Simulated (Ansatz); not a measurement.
Write a Python script for Ansatz 0.2.0, Python API that makes a formation energy from the elements of Mo3Pt and its elements. Level of theory (first run): r2SCAN, PAW, cutoff 600 eV, 5×5×5 k-points, Fermi-Dirac smearing of 0.05 eV.

The script, `mo3pt_formation.py`:
```python
"""Heat of formation of Mo3Pt at zero temperature, after relaxing cells and atoms."""

from collections import Counter

import ansatz
import numpy as np

PHASES = {
    "Mo3Pt": (
        [(3.973984, 0.0, 0.0), (0.0, 3.973984, 0.0), (0.0, 0.0, 3.973984)],
        [
            ("Mo", (0.0, 0.5, 0.5)),
            ("Mo", (0.5, 0.0, 0.5)),
            ("Mo", (0.5, 0.5, 0.0)),
            ("Pt", (0.0, 0.0, 0.0)),
        ],
    ),
    "Mo": (
        [(-1.573415, 1.573415, 1.573415), (1.573415, -1.573415, 1.573415), (1.573415, 1.573415, -1.573415)],
        [
            ("Mo", (0.0, 0.0, 0.0)),
        ],
    ),
    "Pt": (
        [(0.0, 1.9609, 1.9609), (1.9609, 0.0, 1.9609), (1.9609, 1.9609, 0.0)],
        [
            ("Pt", (0.0, 0.0, 0.0)),
        ],
    ),
}


def build(vectors, sites):
    crystal = ansatz.Crystal(lattice=ansatz.Lattice.of(vectors))
    for symbol, position in sites:
        crystal = crystal.atom(symbol, position)
    return crystal


def compute(name, crystal):
    calc = (
        crystal.calculation()
        .functional("r2SCAN")
        .mixing("msr1", preconditioner="resta")
        .scf(tolerance=1e-09, lower_state_search="light")
        .accuracy("medium")
        .basis(600)
        .kpoints(spacing=0.39)
        .occupations("fermi_dirac", width=0.05)
        .stress()
    )
    calc = calc.relax(force_tolerance=0.02, max_steps=60, cell=True)
    return calc.run()


def counts(outcome):
    return Counter(site.symbol for site in outcome.lattice.sites)

def formation_energy(outcome, mu):
    n = counts(outcome)
    return (outcome.report["energy_sigma0_ev"] - sum(k * mu[element] for element, k in n.items())) / sum(n.values())


def volume_per_atom(outcome):
    return abs(np.linalg.det(outcome.lattice.cell_ang)) / len(outcome.lattice.sites)

phases = {name: build(*cell) for name, cell in PHASES.items()}

done = {}
for name, crystal in phases.items():
    done[name] = compute(name, crystal)
    print(f"{name}: {done[name].report['energy_sigma0_ev']:.4f} eV, {len(done[name].lattice.sites)} atoms")

# chemical potentials of the elements at zero temperature
references = {"Mo": "Mo", "Pt": "Pt"}
mu = {element: done[name].report["energy_sigma0_ev"] / len(done[name].lattice.sites) for element, name in references.items()}

target = done["Mo3Pt"]
heat = formation_energy(target, mu)
n = counts(target)
print("cell content:", dict(n), " volume", round(volume_per_atom(target), 3), "A^3/atom")
print("formation energy", round(heat, 4), "eV/atom,", round(heat * sum(n.values()), 4), "eV per cell")
print("bound against the elements" if heat < 0 else "unbound against the elements")
```

```console
$ python mo3pt_formation.py
DeckWarning: relax.cell: scf.convergence.dr2_threshold = 1e-9 eV is looser than the 4e-10 eV advised for a relaxation that steers and ends on the stress (1e-10 eV for each atom of the cell: 4). What [...]
Mo3Pt: -27439.9121 eV, 4 atoms
DeckWarning: relax.cell: scf.convergence.dr2_threshold = 1e-9 eV is looser than the 1e-10 eV advised for a relaxation that steers and ends on the stress (1e-10 eV for each atom of the cell: 1). What [...]
Mo: -4967.5788 eV, 1 atoms
Pt: -12536.7671 eV, 1 atoms
cell content: {<Element.MO: 'Mo'>: 3, <Element.PT: 'Pt'>: 1}  volume 15.358 A^3/atom
formation energy -0.1022 eV/atom, -0.4086 eV per cell
bound against the elements
```
(Warnings from the package without file and line, shortened.)

Caveats:
- These settings explore the input space; cutoff and mesh may be short of convergence.
- The run is spin-unpolarised.
- For the metals among these phases the mesh is modest: differences between phases can be off by up to 40 meV an atom.
- Spin-orbit coupling, which matters for elements this heavy, is left out.
- The cells come from databases of deposited and of computed structures, and not all need be stable phases.
- The compound is the structure given, not necessarily its lowest; energies are at zero temperature, with no correction for gases. A semilocal functional's error on such energies is often 0.05 to 0.1 eV an atom, and 0.1 to 0.3 eV against gases such as O2 or F2.
- The whole script took 24 s on 1 thread of Arm Neoverse V2 (shared host), peak memory 0.56 GiB.
